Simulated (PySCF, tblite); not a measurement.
# C₇H₁₃BFN: geometry, infrared bands and NMR shifts

What infrared bands and NMR shifts should C₇H₁₃BFN (`CB(C)N=C1CC[C@@H](F)C1`) show?

Programs: tblite 0.8.0 and PySCF 2.14.0, with density-fitted response routines of our own. Each step states its level of theory. These are calculated values for one molecule in the gas phase, unless marked as measured. Atoms count from 0, in the outputs and in this text.

## Step 1: The starting structure

23 atoms, charge 0, multiplicity 1; geometry from: force field or distance geometry start.

Bonds of the start (Å): C0–B1 1.58, B1–C2 1.59, B1–N3 1.53, N3–C4 1.28, C4–C5 1.50, C5–C6 1.53, C6–C7 1.54, C7–F8 1.38, C7–C9 1.53, C9–C4 1.48, C0–H10 1.12, C0–H11 1.10, C0–H12 1.11, C2–H13 1.12, C2–H14 1.11, C2–H15 1.10, C5–H16 1.10, C5–H17 1.10, C6–H18 1.11, C6–H19 1.11, C7–H20 1.10, C9–H21 1.11, C9–H22 1.12.

## Step 2: Geometry optimisation with GFN2-xTB

Job settings and geometry (Å):

```
{"job": {"kind": "relax", "xc": "GFN2-xTB", "basis": "xTB"}, "charge": 0, "multiplicity": 1}
C     -2.296500     0.765600    -0.885800
B     -1.952900    -0.281600     0.253100
C     -3.126900    -1.004600     1.048600
N     -0.542400    -0.438700     0.815800
C      0.585800    -0.159800     0.270400
C      0.774300     0.306600    -1.145400
C      2.288200     0.239700    -1.360300
C      2.932700     0.209800     0.037500
F      3.264800     1.490100     0.421200
C      1.868200    -0.361700     0.983400
H     -3.406900     0.899000    -0.962100
H     -1.940900     0.407500    -1.865000
H     -1.859200     1.753500    -0.631700
H     -4.116000    -0.731800     0.607100
H     -3.117400    -0.682700     2.112500
H     -3.007100    -2.099600     0.994900
H      0.264200    -0.361300    -1.857900
H      0.428000     1.349800    -1.250400
H      2.651400     1.103200    -1.948600
H      2.546300    -0.701400    -1.889800
H      3.841000    -0.415700     0.041000
H      2.036800    -1.444200     1.147500
H      1.879500     0.185200     1.964400
```

Command:

```bash
$ OMP_NUM_THREADS=1 python probes_run.py task.json out
```

The driver reads the jobs from task.json and runs them one after another.

**Question.** This job is followed by: GFN2-xTB harmonic vibrations, gas phase; GIAO PBE0/pcSseg-1 NMR shielding, non-relativistic, gas phase. Predict these results of the whole session: strongest single infrared mode (GFN2-xTB); zero-point energy (GFN2-xTB); ¹³C shifts against TMS (PBE0/pcSseg-1, means over atoms taken as alike); ¹H shifts against TMS (PBE0/pcSseg-1, means over atoms taken as alike); ¹¹B shifts against BF3·OEt2 (PBE0/pcSseg-1); ¹⁵N shifts against NH3 (PBE0/pcSseg-1); ¹⁹F shifts against CFCl3 (PBE0/pcSseg-1).

**Answer**, as computed:

| quantity | value |
| --- | --- |
| strongest single infrared mode (GFN2-xTB) | 1940 cm⁻¹, 195 km/mol |
| zero-point energy (GFN2-xTB) | 119.5 kcal/mol |
| ¹³C shifts against TMS (PBE0/pcSseg-1, means over atoms taken as alike) | 161.4, 97.1, 46.0, 36.5, 36.0, 4.2 ppm |
| ¹H shifts against TMS (PBE0/pcSseg-1, means over atoms taken as alike) | 5.41, 2.87, 2.76, 2.54, 2.32, 2.26, 1.83, 0.33 ppm |
| ¹¹B shifts against BF3·OEt2 (PBE0/pcSseg-1) | 27.3 ppm |
| ¹⁵N shifts against NH3 (PBE0/pcSseg-1) | 380.1 ppm |
| ¹⁹F shifts against CFCl3 (PBE0/pcSseg-1) | -201.5 ppm |

**Reading.** Relaxing lowered the energy by 1.120 eV in 146 steps; the close pair that moved most is B1–N3, from 1.527 to 1.347 Å. No mode is imaginary among the 63: a minimum at this level. The strongest single mode, at 1940 cm⁻¹, moves mainly N3 and C4. GFN2-xTB is a fitted tight-binding method: band positions and strengths are rough. Its intensities can rank the bands wrongly. The most deshielded hydrogen is H20 (hydrogen on an sp3 CH bonded to F), at 5.41 ppm: its carbon carries F, which withdraws density. At PBE0/pcSseg-1: The largest span, 337 ppm, is at N3, where the paramagnetic term is -436 ppm.
